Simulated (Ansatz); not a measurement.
# ClH4NSi: the cost of one run

Method: PBE0-D4/def2-TZVP structures, single points in def2-TZVPP, no counterpoise correction; program: Ansatz 0.2.0, Gaussian basis.

Levels: SPW92, PBE-D4, BLYP-D4, r2SCAN-D4, B97M-V, PBE0-D4, B3LYP-D4, r2SCAN0-D4, BHLYP-D4, CAM-B3LYP-D4, wB97X-V, wB97M-V, B2PLYP, PBE-QIDH, RPA on PBE, Hartree-Fock, MP2, CCSD, CCSD(T).

Cores are frozen in the correlated methods. B3LYP uses VWN-RPA correlation. B2PLYP carries no dispersion term here.

94 further runs of the same task are left out: 94 set aside as unsound or not needed.

## (1) Where the work starts

The complex: 9 atoms, charge 0, spin multiplicity 1.

Atoms are counted from 1 here; the program's logs count them from 0.

Bond lengths: Si1–H3 1.475 Å, Si1–H4 1.475 Å, Si1–N5 1.695 Å, Si1–Cl7 2.100 Å, F2–H6 0.930 Å, N5–H8 1.007 Å, N5–H9 1.007 Å. Angles: H3–Si1–H4 114.7°, H3–Si1–N5 109.4°, H3–Si1–Cl7 104.7°, H4–Si1–N5 109.4°, H4–Si1–Cl7 104.7°, N5–Si1–Cl7 113.9°, Si1–N5–H8 121.2°, Si1–N5–H9 121.2°, H8–N5–H9 111.7°.

Geometry (Å):

```csv
atom,x (Å),y (Å),z (Å)
Si1,-0.1503,-0.2478,0.2086
F2,3.1391,0.9148,-0.4153
H3,0.6107,-1.3896,-0.3320
H4,0.3611,0.2856,1.4849
N5,-1.7748,-0.6920,0.3954
H6,2.3265,1.1863,-0.7774
Cl7,0.1535,1.3007,-1.1778
H8,-2.2490,-1.2407,-0.3032
H9,-2.4167,-0.1175,0.9168
```

Its parts: ClH₄NSi holds atoms 1, 3, 4, 5, 7, 8, 9; HF holds atoms 2, 6. Each part counts its atoms afresh in its own runs.

## (2) Relaxing ClH₄NSi alone

relax-a/in.yaml reads:

```yaml
crystal:
  periodic: [false, false, false]
  atoms:
    - {symbol: Si, position_ang: [-0.150252, -0.247772, 0.208608]}
    - {symbol: H, position_ang: [0.610654, -1.389589, -0.332045]}
    - {symbol: H, position_ang: [0.361103, 0.285607, 1.484939]}
    - {symbol: N, position_ang: [-1.774805, -0.691976, 0.395428]}
    - {symbol: Cl, position_ang: [0.153506, 1.300668, -1.177771]}
    - {symbol: H, position_ang: [-2.248974, -1.240710, -0.303201]}
    - {symbol: H, position_ang: [-2.416742, -0.117488, 0.916806]}
basis:
  gaussian: {orbitals: def2-TZVP}
hamiltonian: {xc: pbe0, dispersion: d4}
relax: {f_tol: 0.005, max_steps: 200}
```

Launch:

```
ansatz run in.yaml --threads 4 --pin off --events-out ev --progress --plain --max-ram 9574MiB
```

**Question.** How long does this run take on 4 threads of Arm Neoverse V1, shared host?

About 9.5 s.
